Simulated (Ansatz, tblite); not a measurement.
# Sn(vinyl)H3 (C2H6Sn): a ladder of methods and basis sets

How do method and basis change the picture of Sn(vinyl)H3 (C2H6Sn) (singlet)?

The runs use Ansatz 0.2.0, Gaussian basis; as each input shows.

The runs, in order: GFN1-xTB, GFN2-xTB, PBE-D4/def2-TZVP, r2SCAN-D4/def2-TZVP, r2SCANh-D4/def2-TZVP, B97M-V/def2-TZVP, LDA/def2-TZVP, PBE-QIDH/def2-TZVP, HF/def2-TZVP, ωB97M-V/def2-TZVP, CAM-B3LYP-D4/def2-TZVP, PBE-D4/def2-SVP, PBE0-D4/def2-SVP, CCSD(T)/def2-TZVPP, MP2/def2-TZVP, RPA/def2-TZVP.

1 further run of the same task is left out (set aside as unsound or not needed). Runs told in other sessions of the task aren't counted.

## (1) The relaxed structure

The geometry is that of the singlet, from an earlier relaxation (r2SCAN-D4/def2-TZVP).

9 atoms, charge 0, spin multiplicity 1.

Bond lengths: Sn1–C2 2.134 Å, Sn1–H7 1.708 Å, Sn1–H8 1.707 Å, Sn1–H9 1.708 Å, C2–C3 1.330 Å, C2–H4 1.089 Å, C3–H5 1.087 Å, C3–H6 1.088 Å. Angles: C2–Sn1–H7 110.1°, C2–Sn1–H8 109.1°, C2–Sn1–H9 110.1°, H7–Sn1–H8 109.5°, H7–Sn1–H9 108.6°, H8–Sn1–H9 109.4°, Sn1–C2–C3 123.7°, Sn1–C2–H4 117.6°, C3–C2–H4 118.7°, C2–C3–H5 122.6°, C2–C3–H6 121.8°, H5–C3–H6 115.6°.

Coordinates:

```xyz
9
charge 0, multiplicity 1
Sn   -0.1786    0.3167   -1.3686
C    -0.1985    0.3126    0.7651
C     0.3705   -0.6332    1.5073
H    -0.7055    1.1353    1.2664
H     0.8929   -1.4828    1.0744
H     0.3407   -0.6036    2.5948
H     1.4303    0.3140   -1.9407
H    -0.9806    1.7136   -1.9322
H    -0.9712   -1.0726   -1.9665
```

Sn takes a core potential in the def2 sets. No spin-orbit coupling is included.

PBE0-D4/def2-TZVP was run before; its log isn't repeated, and its numbers join the tables.

## (2) GFN1-xTB

Tight binding, by tblite at 300 K electronic temperature and without a spin-polarisation term:

```python
tblite.interface.Calculator('GFN1-xTB', numbers, positions, charge=0, uhf=0).singlepoint()
```

Energy -269.0498 eV, HOMO -11.87 eV, LUMO -7.02 eV; 0.004 s.

## (3) GFN2-xTB

Tight binding, by tblite at 300 K electronic temperature and without a spin-polarisation term:

```python
tblite.interface.Calculator('GFN2-xTB', numbers, positions, charge=0, uhf=0).singlepoint()
```

Energy -254.5606 eV, HOMO -11.20 eV, LUMO -6.44 eV; 0.002 s.

## (4) PBE-D4/def2-TZVP

start.molden holds the orbitals of an earlier run on this state, given as this run's starting guess.

Input file in.yaml:

```yaml
crystal:
  periodic: [false, false, false]
  atoms:
    - {symbol: Sn, position_ang: [-0.178557, 0.316682, -1.368576]}
    - {symbol: C, position_ang: [-0.198499, 0.312620, 0.765090]}
    - {symbol: C, position_ang: [0.370478, -0.633180, 1.507284]}
    - {symbol: H, position_ang: [-0.705495, 1.135269, 1.266436]}
    - {symbol: H, position_ang: [0.892947, -1.482760, 1.074428]}
    - {symbol: H, position_ang: [0.340666, -0.603587, 2.594812]}
    - {symbol: H, position_ang: [1.430267, 0.313956, -1.940722]}
    - {symbol: H, position_ang: [-0.980602, 1.713615, -1.932221]}
    - {symbol: H, position_ang: [-0.971206, -1.072606, -1.966522]}
basis:
  gaussian: {orbitals: def2-TZVP, initial_orbitals: start.molden}
hamiltonian: {xc: pbe, dispersion: d4}
scf: {omitted_lower_state_checks: [starts]}
output: {orbitals: {seedname: orbitals}}
```

The run is started by

```sh
$ ansatz run in.yaml --threads 4 --pin off --events-out ev --progress --plain --max-ram 3916MiB
```

After this run come: r2SCAN-D4/def2-TZVP; r2SCANh-D4/def2-TZVP; B97M-V/def2-TZVP; LDA/def2-TZVP; PBE-QIDH/def2-TZVP; HF/def2-TZVP; ωB97M-V/def2-TZVP; CAM-B3LYP-D4/def2-TZVP; PBE-D4/def2-SVP; PBE0-D4/def2-SVP; CCSD(T)/def2-TZVPP; MP2/def2-TZVP; RPA/def2-TZVP.

Q: Predict the results of all the runs planned. Wanted: gap in def2-TZVP, named functionals and Hartree-Fock, smallest and largest; correlation energy, CCSD(T)/def2-TZVPP; correlation energy, MP2/def2-TZVP; binding an atom, CCSD(T)/def2-TZVPP; PBE0 total energy, smallest basis above largest.

**Answer**, as computed:

| quantity | value |
| --- | --- |
| gap in def2-TZVP, named functionals and Hartree-Fock, smallest and largest | 5.25 eV (LDA), 12.89 eV (HF) |
| correlation energy, CCSD(T)/def2-TZVPP | -19.63 eV |
| correlation energy, MP2/def2-TZVP | -17.61 eV |
| binding an atom, CCSD(T)/def2-TZVPP | 3.339 eV |
| PBE0 total energy, smallest basis above largest | 2.61 eV (def2-SVP, def2-TZVP) |

**Reading.** Over the named functionals and Hartree-Fock in def2-TZVP the gap runs from 5.25 eV (LDA) to 12.89 eV (HF); exact exchange widens it. The functionals in def2-TZVP miss CCSD(T)/def2-TZVPP by +0.031 (r2SCANh-D4) to +0.496 eV (LDA) an atom. CCSD(T)/def2-TZVPP isn't at the basis-set limit; small misses against it rank nothing.
